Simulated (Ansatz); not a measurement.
I need a short molecular-dynamics run of H₄NSb, SMILES [NH2][SbH2]. Use the Python package of Ansatz (0.2.0). Settings (for the species named): B3LYP, def2-SVP basis, multiplicity 1.

```xyz
6

N    -0.2162   -1.0046    0.0330
Sb    0.7190    0.8823    0.0303
H     0.1357   -1.5263   -0.7544
H     0.0472   -1.4216    0.9181
H    -0.1730    1.4194   -1.4007
H    -0.4705    1.5869    1.1276
```

`run_md.py`:
```python
"""A short Born-Oppenheimer trajectory of H4NSb."""

import warnings

import ansatz as az
import numpy as np


def main() -> None:
    warnings.simplefilter("ignore", az.DeckWarning)

    h4nsb = (
        az.Crystal.molecule()
        .atom("N", [-0.2162, -1.0046, 0.033])
        .atom("Sb", [0.719, 0.8823, 0.0303])
        .atom("H", [0.1357, -1.5263, -0.7544])
        .atom("H", [0.0472, -1.4216, 0.9181])
        .atom("H", [-0.173, 1.4194, -1.4007])
        .atom("H", [-0.4705, 1.5869, 1.1276])
    )

    setup = h4nsb.calculation()
    setup = setup.basis(gaussian="def2-SVP")
    setup = setup.functional("B3LYP")
    symbols = [site.symbol for site in h4nsb.cartesian_sites]
    start = np.array([site.position_ang for site in h4nsb.cartesian_sites], dtype=float)
    data = setup.relax(force_tolerance=0.02, max_steps=100).run().report
    end = np.array(data["positions_ang"])
    minimum = az.Crystal.molecule()
    for symbol, place in zip(symbols, end):
        minimum = minimum.atom(symbol, place.tolist())

    # dynamics from the relaxed geometry
    setup = (
        minimum.calculation()
        .basis(gaussian="def2-SVP")
        .functional("B3LYP")
        .md("nvt_langevin", timestep=0.5, steps=40, temperature=300, initial_velocities="maxwell_boltzmann", seed=22, friction=0.01)
    )
    frames = []
    out = setup.session().plan().execute(on_event=lambda e: frames.append(e["data"]) if e["event"] == "md_step" else None)
    print("t (fs)   E_pot (eV)      E_kin (eV)   T (K)   d(0-1) (A)")
    for f in frames[::3]:
        xyz = np.array(f["positions_ang"])
        print(f"{f['time_fs']:6.2f} {f['lagrangian_ev']:14.5f} {f['e_kin_ev']:10.5f} {f['temperature_k']:8.1f} {np.linalg.norm(xyz[0] - xyz[1]):9.4f}")
    print("mean temperature", round(float(np.mean([f["temperature_k"] for f in frames])), 1), "K")
    symbols = [site.symbol for site in h4nsb.cartesian_sites]
    with open("last_frame.xyz", "w") as handle:
        handle.write(f"{len(symbols)}\nt = {frames[-1]['time_fs']} fs\n")
        handle.writelines("{:2s} {:10.5f} {:10.5f} {:10.5f}\n".format(s, *xyz) for s, xyz in zip(symbols, frames[-1]["positions_ang"]))


if __name__ == "__main__":
    main()
```

Running `python run_md.py` prints:
```text
t (fs)   E_pot (eV)      E_kin (eV)   T (K)   d(0-1) (A)
  0.00    -8093.16356    0.19389    250.0    2.0782
  1.50    -8093.15461    0.16132    208.0    2.0612
  3.00    -8093.13450    0.13944    179.8    2.0438
  4.50    -8093.10740    0.13098    168.9    2.0272
  6.00    -8093.07281    0.11312    145.9    2.0107
  7.50    -8093.04356    0.07206     92.9    1.9969
  9.00    -8093.02574    0.07034     90.7    1.9865
 10.50    -8093.00342    0.06123     79.0    1.9786
 12.00    -8092.99660    0.06033     77.8    1.9749
 13.50    -8093.00707    0.08329    107.4    1.9756
 15.00    -8093.01502    0.10384    133.9    1.9802
 16.50    -8093.02185    0.13423    173.1    1.9857
 18.00    -8093.04677    0.15406    198.6    1.9909
 19.50    -8093.08040    0.21235    273.8    1.9986
mean temperature 153.6 K
```

File `last_frame.xyz` afterwards:
```text
6
t = 20.0 fs
N    -0.08053   -0.92794    0.40200
Sb    0.63093    0.94109    0.32872
H    -0.81092   -1.12903   -0.29648
H     0.67996   -1.61463    0.40068
H     0.27279    1.34374   -1.32648
H    -0.90782    1.64871    0.77367
```

Total energies depend on the basis set; only differences at equal settings carry meaning. The trajectory is only some femtoseconds long, so its temperature is not equilibrated; where the script doesn't relax first, it starts from a rough generated geometry. def2 sets replace the cores of elements past krypton by effective core potentials. b3lyp holds the VWN-RPA fit, as in Gaussian; the form of ORCA and Turbomole is b3lyp5. The printed temperature counts all 3N degrees of freedom under Langevin dynamics, so the first row lies under the target. Run time: 100 s on 1 thread of Arm Neoverse V2, on a shared host, peak memory 0.19 GiB.

(Lines on the test bed's own set-up are left out of the output.)
